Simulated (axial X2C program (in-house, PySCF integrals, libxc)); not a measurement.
**KLi⁺: EOM-EA-CCSD levels**

Aim: EOM-EA-CCSD levels of KLi⁺, with spin–orbit coupling in the Hamiltonian from the start.

Program: an in-house X2C program for linear molecules on PySCF integrals. Level of theory: two-component X2C with atomic mean-field terms, K dyall-acv3z, Li dyall-acv3z. These are calculated values, not measurements.

### Step 1. Input

Contents of task.json:

```json
{"zs": [19, 3], "q": 1, "bas": ["dyall-acv3z", "dyall-acv3z"], "r0": 3.29, "eom": "ea", "thr": -2.0, "nmax": 92, "grid": [1, 0.96, 1.045, 0.92, 1.09, 1.15]}
```

Keys: zs atomic numbers; q charge; bas basis sets; r0 starting distance in Å; eom kind of EOM run; thr threshold in hartree for freezing inner shells (an s shell follows its p shell); nmax most natural virtual spinors; grid distances as factors.

Run with:

```console
$ python soeom.py task.json out
```

Nuclei are Gaussian, cores are contracted, and the Gaunt term is on.

### Step 2. EOM-EA-CCSD at 3.862 Å

Reference: the closed shell KLi²⁺; 8 electrons correlated, 92 virtual spinors; roots sought by Ω: 1/2: 5, 3/2: 4, 5/2: 2, 7/2: 1.

Output:

```text
two-component X2C + atomic mean field  HF
basis functions 158  fitting functions 604  grid points 5092
iter        total energy     max residual
   1       -608.299804003     1.72e-01
   2       -608.305597445     4.82e-03
   3       -608.305637299     7.36e-04
   4       -608.305637920     1.32e-04
   5       -608.305637934     6.97e-06
   6       -608.305637935     4.91e-07
converged
one-electron -844.04443200  Coulomb 262.47021177  exact exchange -34.42788861  xc functional 0.00000000  nuclear repulsion 7.81022813  atomic mean-field constant -0.11375722
correlated 8  virtual 250  natural virtual 92  E(MP2) -0.223822153  MP2 remainder -0.006213949
iter   CCSD correlation   residual
   1     -0.234146304   5.22e-02
   2     -0.237805899   1.28e-02
   3     -0.237844227   1.96e-03
   4     -0.237840358   3.03e-04
   5     -0.237839155   5.20e-05
   6     -0.237839031   1.06e-05
   7     -0.237839067   2.75e-06
   8     -0.237839079   6.94e-07
(T) -0.006431448  T1 0.0021  D1 0.0023  max T2 0.031
EOM-EA-CCSD roots
2*Omega      energy/Eh   energy/eV  one-particle weight
    1      -0.35386911     -9.6293      0.996
    1      -0.26988016     -7.3438      0.996
    1      -0.26367198     -7.1749      0.998
    1      -0.23346006     -6.3528      0.996
    1      -0.19714720     -5.3646      0.997
    3      -0.26361756     -7.1734      0.998
    3      -0.19694278     -5.3591      0.997
    3      -0.16757801     -4.5600      0.997
    3      -0.15496026     -4.2167      0.996
    5      -0.16759702     -4.5605      0.997
    5      -0.04555353     -1.2396      0.986
    7       0.49329848     13.4233      0.000
```

T1 in the output is the amplitude norm over the root of the electron number; divide by √2 for the Lee–Taylor value.

```csv
Ω,binding energy (eV),above lowest (cm⁻¹),spinor,weight
1/2,9.629,0,"46% Li sσ, 19% K sσ, 14% K pσ",1.00
1/2,7.344,18430,"38% Li pσ, 26% Li sσ, 24% K sσ",1.00
1/2,7.175,19800,"69% Li pπ, 16% K pπ, 11% K dπ",1.00
3/2,7.173,19810,"69% Li pπ, 16% K pπ, 11% K dπ",1.00
1/2,6.353,26430,"35% K sσ, 32% Li pσ, 16% K pσ",1.00
1/2,5.365,34400,"68% K pπ, 22% Li pπ, 8% Li dπ",1.00
3/2,5.359,34440,"69% K pπ, 22% Li pπ, 8% Li dπ",1.00
5/2,4.561,40880,"84% K dδ, 16% Li dδ",1.00
3/2,4.560,40890,"84% K dδ, 16% Li dδ",1.00
3/2,4.217,43660,"49% K dπ, 20% Li dπ, 19% Li pπ",1.00
5/2,1.240,67670,"89% K dδ, 10% Li dδ",0.99
```

Run time: 4.2 s. Hardware: 1 thread of Arm Neoverse V2, shared host; peak memory 0.59 GiB.

### Step 3. EOM-EA-CCSD at 3.708 Å

```csv
Ω,binding energy (eV),above lowest (cm⁻¹),spinor,weight
1/2,9.770,0,"46% Li sσ, 20% K sσ, 15% K pσ",1.00
1/2,7.385,19240,"40% Li pσ, 25% Li sσ, 22% K sσ",1.00
1/2,7.301,19920,"68% Li pπ, 16% K pπ, 12% K dπ",1.00
3/2,7.300,19930,"68% Li pπ, 16% K pπ, 12% K dπ",1.00
1/2,6.404,27150,"34% K sσ, 31% Li pσ, 16% K pσ",1.00
1/2,5.387,35350,"68% K pπ, 22% Li pπ, 9% Li dπ",1.00
3/2,5.382,35400,"68% K pπ, 22% Li pπ, 9% Li dπ",1.00
5/2,4.650,41300,"83% K dδ, 16% Li dδ",1.00
3/2,4.650,41300,"83% K dδ, 17% Li dδ",1.00
3/2,4.266,44400,"46% K dπ, 22% Li pπ, 21% Li dπ",1.00
5/2,1.385,67630,"88% K dδ, 11% Li dδ",0.99
```

Wall time 4.3 s (1 thread of Arm Neoverse V2, shared host); peak memory 0.59 GiB.

### Step 4. EOM-EA-CCSD at 4.036 Å

```csv
Ω,binding energy (eV),above lowest (cm⁻¹),spinor,weight
1/2,9.468,0,"47% Li sσ, 19% K sσ, 14% K pσ",1.00
1/2,7.299,17500,"35% Li pσ, 27% Li sσ, 27% K sσ",1.00
1/2,7.039,19600,"70% Li pπ, 16% K pπ, 11% K dπ",1.00
3/2,7.038,19610,"70% Li pπ, 16% K pπ, 11% K dπ",1.00
1/2,6.297,25580,"34% K sσ, 34% Li pσ, 15% K pσ",1.00
1/2,5.339,33300,"69% K pπ, 23% Li pπ, 8% Li dπ",1.00
3/2,5.334,33350,"69% K pπ, 23% Li pπ, 8% Li dπ",1.00
5/2,4.465,40360,"86% K dδ, 14% Li dδ",1.00
3/2,4.464,40360,"86% K dδ, 14% Li dδ",1.00
3/2,4.163,42790,"53% K dπ, 19% Li dπ, 17% Li pπ",1.00
5/2,1.093,67550,"90% K dδ, 9% Li dδ",0.99
```

It took 4.4 s on 1 thread of Arm Neoverse V2, shared host; peak memory 0.63 GiB.

### Step 5. EOM-EA-CCSD at 3.553 Å

```csv
Ω,binding energy (eV),above lowest (cm⁻¹),spinor,weight
1/2,9.907,0,"45% Li sσ, 21% K sσ, 15% K pσ",0.99
1/2,7.433,19960,"67% Li pπ, 17% K pπ, 12% K dπ",1.00
3/2,7.431,19970,"67% Li pπ, 17% K pπ, 12% K dπ",1.00
1/2,7.429,19990,"43% Li pσ, 23% Li sσ, 20% K sσ",1.00
1/2,6.456,27840,"34% K sσ, 29% Li pσ, 17% K pσ",1.00
1/2,5.411,36260,"68% K pπ, 21% Li pπ, 9% Li dπ",1.00
3/2,5.406,36310,"68% K pπ, 20% Li pπ, 9% Li dπ",1.00
5/2,4.745,41640,"83% K dδ, 17% Li dδ",1.00
3/2,4.744,41650,"83% K dδ, 17% Li dδ",1.00
3/2,4.316,45100,"43% K dπ, 24% Li pπ, 22% Li dπ",1.00
5/2,1.541,67480,"87% K dδ, 13% Li dδ",0.99
```

Run time: 4.3 s. Hardware: 1 thread of Arm Neoverse V2, shared host; peak memory 0.63 GiB.

### Step 6. EOM-EA-CCSD at 4.210 Å

```csv
Ω,binding energy (eV),above lowest (cm⁻¹),spinor,weight
1/2,9.308,0,"48% Li sσ, 18% K sσ, 14% K pσ",1.00
1/2,7.256,16550,"32% Li pσ, 30% K sσ, 28% Li sσ",1.00
1/2,6.909,19350,"71% Li pπ, 15% K pπ, 11% K dπ",1.00
3/2,6.908,19360,"71% Li pπ, 15% K pπ, 11% K dπ",1.00
1/2,6.244,24710,"37% Li pσ, 34% K sσ, 14% K pσ",1.00
1/2,5.313,32220,"69% K pπ, 23% Li pπ, 7% Li dπ",1.00
3/2,5.308,32260,"69% K pπ, 23% Li pπ, 7% Li dπ",1.00
5/2,4.374,39790,"87% K dδ, 13% Li dδ",1.00
3/2,4.374,39800,"87% K dδ, 13% Li dδ",1.00
3/2,4.110,41930,"56% K dπ, 18% Li dπ, 14% Li pπ",1.00
5/2,0.963,67310,"91% K dδ, 8% Li dδ",0.99
```

Wall time 4.4 s (1 thread of Arm Neoverse V2, shared host); peak memory 0.63 GiB.

### Step 7. EOM-EA-CCSD at 4.441 Å

```csv
Ω,binding energy (eV),above lowest (cm⁻¹),spinor,weight
1/2,9.099,0,"50% Li sσ, 17% K sσ, 13% K pσ",1.00
1/2,7.201,15310,"34% K sσ, 29% Li pσ, 28% Li sσ",1.00
1/2,6.746,18970,"72% Li pπ, 15% K pπ, 10% K dπ",1.00
3/2,6.746,18980,"72% Li pπ, 14% K pπ, 10% K dπ",1.00
1/2,6.177,23570,"40% Li pσ, 33% K sσ, 13% K pσ",1.00
1/2,5.278,30820,"70% K pπ, 23% Li pπ, 6% Li dπ",1.00
3/2,5.272,30860,"70% K pπ, 23% Li pπ, 6% Li dπ",1.00
5/2,4.260,39020,"88% K dδ, 12% Li dδ",1.00
3/2,4.260,39030,"88% K dδ, 12% Li dδ",1.00
3/2,4.029,40890,"59% K dπ, 17% Li dπ, 12% K pπ",1.00
5/2,0.808,66870,"92% K dδ, 7% Li dδ",0.99
```

Wall time 4.5 s (1 thread of Arm Neoverse V2, shared host); peak memory 0.63 GiB.

### Step 8. Curves of the states

Energies in eV from the lowest point of the lowest state; states are followed by energy order within each Ω.

```csv
R (Å),(1)Ω=1/2,(2)Ω=1/2,(3)Ω=1/2,(1)Ω=3/2,(4)Ω=1/2,(5)Ω=1/2,(2)Ω=3/2,(1)Ω=5/2
3.553,0.0328,2.5072,2.5115,2.5091,3.4840,4.5289,4.5346,5.1957
3.708,0.0082,2.3934,2.4774,2.4790,3.3747,4.3914,4.3970,5.1285
3.862,0.0000,2.2855,2.4544,2.4559,3.2765,4.2646,4.2702,5.0687
4.036,0.0057,2.1750,2.4352,2.4365,3.1769,4.1348,4.1403,5.0093
4.210,0.0232,2.0752,2.4218,2.4229,3.0872,4.0178,4.0232,4.9570
4.441,0.0607,1.9583,2.4128,2.4138,2.9826,3.8818,3.8870,4.8988
```

Constants where the minimum is well bracketed (masses 38.964 and 7.016 u):

```csv
state,Te (cm⁻¹),Re (Å),ωe (cm⁻¹)
(1)Ω=1/2,0,3.879,151.8
```

### Step 9. What came out

| quantity | value |
| --- | --- |
| lowest root at 3.862 Å | Ω = 1/2, 9.629 eV |
| next root led by one particle | Ω = 1/2, about 18430 cm⁻¹ higher |
| T1 of the reference | 0.002 |
| lowest state, Re and ωe | 3.879 Å, 151.8 cm⁻¹ |

The added electron is bound by 9.63 eV in a spinor of 46% Li sσ, 19% K sσ, 14% K pσ. Errors of 0.1 to 0.3 eV are usual at this size, and roots led by higher excitations are left out, so the list is incomplete, and low states of that kind can be missing.
